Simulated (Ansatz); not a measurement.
# H2OSeSi (SMILES O[SiH]=[Se]): single points off equilibrium

The task here is to estimate one member of a computed series from the others.

Computed with Ansatz 0.2.0, Gaussian basis. Level: single points in def2-TZVPP.

Cores are frozen in the correlated methods. Filled d shells of the heavier atoms are correlated.

## The starting structure

SMILES `O[SiH]=[Se]`, 5 atoms, charge 0, spin multiplicity 1.

Atoms are counted from 1 here; the program's logs count them from 0.

Bond lengths: O1–Si2 1.595 Å, O1–H4 1.006 Å, Si2–Se3 2.119 Å, Si2–H5 1.414 Å. Angles: Si2–O1–H4 128.1°, O1–Si2–Se3 119.5°, O1–Si2–H5 109.7°, Se3–Si2–H5 130.7°.

As a file:

```xyz
5
H2OSeSi
O    -0.34990    0.82360   -0.69720
Si    0.22400   -0.28830    0.29180
Se    2.22670   -0.14930    0.97010
H    -1.25570    0.85900   -1.13270
H    -0.79550   -1.21500    0.61180
```

The first run:

File run/in.yaml:

```yaml
crystal:
  periodic: [false, false, false]
  atoms:
    - {symbol: O, position_ang: [-0.349900, 0.823600, -0.697200]}
    - {symbol: Si, position_ang: [0.224000, -0.288300, 0.291800]}
    - {symbol: Se, position_ang: [2.226700, -0.149300, 0.970100]}
    - {symbol: H, position_ang: [-1.255700, 0.859000, -1.132700]}
    - {symbol: H, position_ang: [-0.795500, -1.215000, 0.611800]}
basis:
  gaussian: {orbitals: def2-TZVPP}
correlation: {method: ccsd_t}
output: {forces: true}
```

The command line of these runs was not kept.

Among the steps run: CCSD(T)/def2-TZVPP; PBE0-D4/def2-TZVPP; wB97M-V/def2-TZVPP; r2SCAN-D4/def2-TZVPP; PBE-D4/def2-TZVPP; revPBE-D4/def2-TZVPP; B97M-V/def2-TZVPP.

One of the session's tables, all rows but one given; the rest of the session is left out.

| method | RMS force component (eV/Å) | angle to CCSD(T) forces (°) | dipole (D) |
| --- | --- | --- | --- |
| CCSD(T) | 1.264 | reference | 4.58 |
| PBE0-D4 | 1.282 | 4.9 | 4.65 |
| wB97M-V | 1.287 | 5.1 | 4.86 |
| r2SCAN-D4 | 1.239 | 3.9 | 4.61 |
| PBE-D4 | ? | ? | ? |
| revPBE-D4 | 1.211 | 11.2 | 4.31 |
| B97M-V | 1.266 | 6.2 | 4.44 |

Q: Estimate the row for PBE-D4 from the others.

**Answer.** RMS force component (eV/Å): 1.189; angle to CCSD(T) forces (°): 9.5; dipole (D): 4.32. In the column «RMS force component (eV/Å)» it is the lowest.
